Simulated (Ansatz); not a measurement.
# Au: an axial (c/a) deformation path

The task, for Au: look for other minima along an axial (c/a) path.

This is Au in the hcp structure; at room conditions it is fcc.

Computed with Ansatz 0.2.0 (DFT r2SCAN, scalar-relativistic, plane waves, PAW, unless a step's input says otherwise).

### Step 1. Starting point

The structure is hexagonal, space group P6_3/mmc (No. 194). Conventional cell: a = 2.900 Å, b = 2.900 Å, c = 4.880 Å, α = 90.00°, β = 90.00°, γ = 120.00°. Au (site symmetry -6m2) has 12 Au at 2.90 to 2.96 Å as nearest neighbours.

Structure file:

```cif
data_structure
_symmetry_space_group_name_H-M 'P6_3/mmc'
_symmetry_Int_Tables_number 194
_cell_length_a 2.9000
_cell_length_b 2.9000
_cell_length_c 4.8800
_cell_angle_alpha 90.000
_cell_angle_beta 90.000
_cell_angle_gamma 120.000
_cell_volume 35.54
loop_
_atom_site_label
_atom_site_type_symbol
_atom_site_symmetry_multiplicity
_atom_site_Wyckoff_symbol
_atom_site_fract_x
_atom_site_fract_y
_atom_site_fract_z
_atom_site_occupancy
Au1 Au 2 d 0.33333 0.66667 0.75000 1
```

No relaxation comes first: the listed cell is the starting point.

### Step 2. Zero of the scan

The input, input.yaml:

```yaml
crystal:
  lattice:
    - [2.8999984104, 0.0, 0.0]
    - [-1.4499992052, 2.5114722944, 0.0]
    - [0.0, 0.0, 4.88]
  atoms:
    - { symbol: Au, position: [0.3333333333, 0.6666666667, 0.75] }
    - { symbol: Au, position: [0.6666666667, 0.3333333333, 0.25] }
basis:
  ecutwfc: 500
kpoints:
  mp_grid: { grid: [24, 24, 12] }
hamiltonian:
  xc: r2scan
scf:
  occupations: { method: gaussian, width: 0.15 }
output:
  forces: true
  stress: true
  eigenvalues: true
  write_density: true
  write_potential: true
  elf: true
  volumetric_format: npy
```

Started as:

```
> ansatz run input.yaml --threads 1 --pin off --max-ram 2560MiB --backend cpu --events-out ev --progress --plain --runs-dir out
```

### Step 3. Setting up an axial (c/a) deformation path

At fixed volume and fractional coordinates, lengths along (0.000, 0.000, 1.000) are scaled against those across it; ρ is that ratio over its starting value.

### Step 4. Point ρ = 0.850

input.yaml, as its differences from that of step 2:

```diff
@@ -2,5 +2,5 @@
   lattice:
-    - [2.8999984104, 0.0, 0.0]
-    - [-1.4499992052, 2.5114722944, 0.0]
-    - [0.0, 0.0, 4.88]
+    - [3.0614331787, 0.0, 0.0]
+    - [-1.5307165893, 2.6512789047, 0.0]
+    - [0.0, 0.0, 4.3789075123]
   atoms:
@@ -20,5 +20 @@
   eigenvalues: true
-  write_density: true
-  write_potential: true
-  elf: true
-  volumetric_format: npy
```

### Step 5. Point ρ = 1.200

input.yaml, as its differences from that of step 4:

```diff
@@ -2,5 +2,5 @@
   lattice:
-    - [3.0614331787, 0.0, 0.0]
-    - [-1.5307165893, 2.6512789047, 0.0]
-    - [0.0, 0.0, 4.3789075123]
+    - [2.7290029879, 0.0, 0.0]
+    - [-1.364501494, 2.3633859145, 0.0]
+    - [0.0, 0.0, 5.5107069851]
   atoms:
```

### Step 6. At ρ = 0.920

input.yaml, as its differences from that of step 5:

```diff
@@ -2,5 +2,5 @@
   lattice:
-    - [2.7290029879, 0.0, 0.0]
-    - [-1.364501494, 2.3633859145, 0.0]
-    - [0.0, 0.0, 5.5107069851]
+    - [2.9817311615, 0.0, 0.0]
+    - [-1.4908655807, 2.5822549331, 0.0]
+    - [0.0, 0.0, 4.6161336414]
   atoms:
```

### Step 7. ρ = 1.100

input.yaml, as its differences from that of step 6:

```diff
@@ -2,5 +2,5 @@
   lattice:
-    - [2.9817311615, 0.0, 0.0]
-    - [-1.4908655807, 2.5822549331, 0.0]
-    - [0.0, 0.0, 4.6161336414]
+    - [2.809313448, 0.0, 0.0]
+    - [-1.404656724, 2.4329368131, 0.0]
+    - [0.0, 0.0, 5.2001389154]
   atoms:
```

### Step 8. ρ = 0.960

input.yaml, as its differences from that of step 7:

```diff
@@ -2,5 +2,5 @@
   lattice:
-    - [2.809313448, 0.0, 0.0]
-    - [-1.404656724, 2.4329368131, 0.0]
-    - [0.0, 0.0, 5.2001389154]
+    - [2.9397293532, 0.0, 0.0]
+    - [-1.4698646766, 2.5458803001, 0.0]
+    - [0.0, 0.0, 4.7489833181]
   atoms:
```

### Step 9. ρ = 1.050

input.yaml, as its differences from that of step 8:

```diff
@@ -2,5 +2,5 @@
   lattice:
-    - [2.9397293532, 0.0, 0.0]
-    - [-1.4698646766, 2.5458803001, 0.0]
-    - [0.0, 0.0, 4.7489833181]
+    - [2.8532160618, 0.0, 0.0]
+    - [-1.4266080309, 2.470957592, 0.0]
+    - [0.0, 0.0, 5.0413403842]
   atoms:
```

### Step 10. At ρ = 0.800

input.yaml, as its differences from that of step 9:

```diff
@@ -2,5 +2,5 @@
   lattice:
-    - [2.8532160618, 0.0, 0.0]
-    - [-1.4266080309, 2.470957592, 0.0]
-    - [0.0, 0.0, 5.0413403842]
+    - [3.1239285882, 0.0, 0.0]
+    - [-1.5619642941, 2.705401517, 0.0]
+    - [0.0, 0.0, 4.2054565149]
   atoms:
```

### Step 11. Point ρ = 1.300

input.yaml, as its differences from that of step 10:

```diff
@@ -2,5 +2,5 @@
   lattice:
-    - [3.1239285882, 0.0, 0.0]
-    - [-1.5619642941, 2.705401517, 0.0]
-    - [0.0, 0.0, 4.2054565149]
+    - [2.6571534921, 0.0, 0.0]
+    - [-1.328576746, 2.3011624259, 0.0]
+    - [0.0, 0.0, 5.812755515]
   atoms:
```

(Steps that only read results are left out.)

**Question.** What will these runs give? Wanted: highest point.

The runs gave:

| quantity | value |
| --- | --- |
| highest point | 212.0 meV/atom at ρ = 1.300 |

In words: No sampled point lies below the undisturbed cell. No further minimum shows among the sampled points. The runs treat Au without spin-orbit coupling.
